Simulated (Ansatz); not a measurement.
# GeH3(NHtBu) (C₄H₁₃GeN): trial inputs and their diagnosis

Aim: try 1 input for GeH3(NHtBu) (C₄H₁₃GeN) as typed, read how each ends, and find what has to change.

Method: the settings change from run to run; program: Ansatz 0.2.0, Gaussian basis.

2 further runs of the same task are left out: 2 set aside as unsound or not needed.

## 1. The relaxed structure

The structure was relaxed beforehand with r2SCAN-D4/def2-SVP.

19 atoms, charge 0, spin multiplicity 1.

Atoms are counted from 1 here; the program's logs count them from 0.

Bond lengths: Ge1–H2 1.536 Å, Ge1–H3 1.536 Å, Ge1–H4 1.549 Å, Ge1–N5 1.842 Å, N5–C6 1.471 Å, N5–H10 1.020 Å, C6–C7 1.531 Å, C6–C8 1.534 Å, C6–C9 1.539 Å, C7–H11 1.101 Å, C7–H12 1.104 Å, C7–H13 1.101 Å, C8–H14 1.101 Å, C8–H15 1.102 Å, C8–H16 1.103 Å, C9–H17 1.102 Å, C9–H18 1.103 Å, C9–H19 1.103 Å. Angles: H2–Ge1–H3 110.3°, H2–Ge1–H4 109.3°, H2–Ge1–N5 104.6°, H3–Ge1–H4 108.1°, H3–Ge1–N5 109.6°, H4–Ge1–N5 114.8°, Ge1–N5–C6 124.1°, Ge1–N5–H10 111.6°, C6–N5–H10 110.7°, N5–C6–C7 108.8°, N5–C6–C8 107.4°, N5–C6–C9 111.7°, C7–C6–C8 109.5°, C7–C6–C9 109.7°, C8–C6–C9 109.6°, C6–C7–H11 110.6°, C6–C7–H12 111.4°, C6–C7–H13 110.6° and more.

## 2. Try 1

in.yaml reads:

```yaml
crystal:
  periodic: [false, false, false]
  atoms:
    - {symbol: Ge, position_ang: [2.244422, 3.117769, 3.751873]}
    - {symbol: H, position_ang: [1.402397, 3.592306, 6.988780]}
    - {symbol: H, position_ang: [5.502605, 2.258578, 3.499846]}
    - {symbol: H, position_ang: [1.780144, 6.021572, 2.031079]}
    - {symbol: N, position_ang: [-0.075992, 0.027362, 2.531983]}
    - {symbol: C, position_ang: [-0.521049, -0.793886, -0.565767]}
    - {symbol: C, position_ang: [2.465010, -0.814318, -2.123217]}
    - {symbol: C, position_ang: [-1.836414, -3.901474, -0.609830]}
    - {symbol: C, position_ang: [-2.616065, 1.347267, -2.141560]}
    - {symbol: H, position_ang: [-2.014164, -0.044752, 3.658913]}
    - {symbol: H, position_ang: [2.227267, -1.570292, -4.411685]}
    - {symbol: H, position_ang: [3.440643, 1.407948, -2.196536]}
    - {symbol: H, position_ang: [4.013563, -2.284960, -0.978978]}
    - {symbol: H, position_ang: [-0.349051, -5.457569, 0.499026]}
    - {symbol: H, position_ang: [-2.221465, -4.662131, -2.879190]}
    - {symbol: H, position_ang: [-3.965730, -3.942497, 0.554107]}
    - {symbol: H, position_ang: [-1.718723, 3.599725, -2.124948]}
    - {symbol: H, position_ang: [-4.773380, 1.395039, -1.031965]}
    - {symbol: H, position_ang: [-2.983996, 0.704313, -4.451975]}
basis:
  gaussian: {orbitals: 6-31G}
hamiltonian: {xc: {name: wB97}}
output: {forces: true}
```

Run with:

```
ansatz run in.yaml --threads 4 --pin off --events-out ev --progress --plain --max-ram 4787MiB
```

Output:

```text
Functional definition: wB97
  name "wB97"
  cite "Chai & Head-Gordon, J. Chem. Phys. 128, 084106 (2008) doi:10.1063/1.2834918"
  cite "Becke, J. Chem. Phys. 107, 8554 (1997) doi:10.1063/1.475007"
  parameter omega = 0.4/bohr
  parameter cx1 = 1.13116
  parameter cx2 = -2.74915
  parameter cx3 = 12.0900
  parameter cx4 = -5.71642
  parameter css1 = -2.55352
  parameter css2 = 11.8926
  parameter css3 = -26.9452
  parameter css4 = 17.0927
  parameter cos1 = 3.99051
  parameter cos2 = -17.0066
  parameter cos3 = 1.07292
  parameter cos4 = 8.88211
  # The coefficients of nought are those of the uniform gas.
  exchange = spin_sum(e_x_unif_sr(omega)*poly(b97_u_x, 1, cx1, cx2, cx3, cx4)) + exact_x_lr(omega)
  correlation = spin_sum(e_c_pw_same_spin*poly(b97_u_same, 1, css1, css2, css3, css4))
      + integral(e_c_pw_opposite_spin*poly(b97_u_opposite, 1, cos1, cos2, cos3, cos4))
1315 factors; integrals over basis functions are off by at most 4.9e-4 eV
527 factors; integrals over basis functions are off by at most 4.3e-5 eV
mean field evaluation 1: about -62219.7861 eV, gradient 9.8e1 eV
mean field evaluation 2: about -61767.6439 eV, gradient 2.6e2 eV
mean field evaluation 4: about -62067.5768 eV, gradient 1.8e2 eV
mean field evaluation 8: about -62258.0908 eV, gradient 5.0e1 eV
mean field evaluation 16: about -62269.4012 eV, gradient 3.0e-1 eV
mean field evaluation 32: about -62269.5823 eV, gradient 6.6e-6 eV
mean field evaluation 64: about -62269.2856 eV, gradient 3.0e0 eV
mean field -62269.58225031 eV, -2288.3649398602 hartree, gradient 6.6e-6 eV, S^2 0.000000; 6 other end points of the search recorded, 0 dependent functions left out
the calculation of the forces begins
reference -62269.58222790 eV, -2288.3649390365 hartree; 38, 38 occupied and 62, 62 virtual orbitals, 1315 factors
Total energy: -62269.58222790 eV, -2288.3649390365 hartree
Atom 0 at     2.244422     3.117769     3.751873 Å, force     0.737652     0.989768     0.743011 eV/Å
Atom 1 at     1.402397     3.592306     6.988780 Å, force     0.384161    -0.260852    -1.584715 eV/Å
Atom 2 at     5.502605     2.258578     3.499846 Å, force    -1.361251     0.283868     0.069704 eV/Å
Atom 3 at     1.780144     6.021572     2.031079 Å, force     0.135919    -1.222949     0.661584 eV/Å
Atom 4 at    -0.075992     0.027362     2.531983 Å, force    -2.975452     0.022941     1.492150 eV/Å
Atom 5 at    -0.521049    -0.793886    -0.565767 Å, force     0.040203    -0.223959    -0.314124 eV/Å
Atom 6 at     2.465010    -0.814318    -2.123217 Å, force     2.057963    -0.091981    -1.111726 eV/Å
Atom 7 at    -1.836414    -3.901474    -0.609830 Å, force    -0.966042    -1.910358     0.097152 eV/Å
Atom 8 at    -2.616065     1.347267    -2.141560 Å, force    -1.506064     1.398201    -0.952883 eV/Å
Atom 9 at    -2.014164    -0.044752     3.658913 Å, force     3.027158     0.094556    -1.749549 eV/Å
Atom 10 at     2.227267    -1.570292    -4.411685 Å, force     0.193067     0.789811     2.497243 eV/Å
Atom 11 at     3.440643     1.407948    -2.196536 Å, force    -1.011022    -2.125530     0.127978 eV/Å
Atom 12 at     4.013563    -2.284960    -0.978978 Å, force    -1.656150     1.499131    -1.153710 eV/Å
Atom 13 at    -0.349051    -5.457569     0.499026 Å, force    -1.601429     1.712176    -1.202063 eV/Å
Atom 14 at    -2.221465    -4.662131    -2.879190 Å, force     0.424794     0.828141     2.356181 eV/Å
Atom 15 at    -3.965730    -3.942497     0.554107 Å, force     2.300448     0.053693    -1.245021 eV/Å
Atom 16 at    -1.718723     3.599725    -2.124948 Å, force    -0.945610    -2.435865     0.000650 eV/Å
Atom 17 at    -4.773380     1.395039    -1.031965 Å, force     2.311157    -0.053698    -1.176008 eV/Å
Atom 18 at    -2.983996     0.704313    -4.451975 Å, force     0.410496     0.652907     2.444146 eV/Å
Dipole moment:    -0.002047    -0.104451     0.469996 e Å
```

Run time: 48 s. Hardware: 4 threads of AMD EPYC, shared host.

**Diagnosis.** It ended without an error, which proves nothing about the input. The geometry is stretched to more than twice its size. The shortest distance is 2.24 Å (N5–H10), against 1.02 Å in the relaxed molecule. Its energy is no property of the relaxed molecule. Cure: use the relaxed coordinates.

## 3. Summary

```
try       level      ended                                                  cause  time
  1  wB97/6-31G  converged  the geometry is stretched to more than twice its size  48 s
```

**Reading.** 1 converged. The dangerous case is the input that converges on a wrong geometry, charge, spin, basis or grid: often only a look at the input shows it.
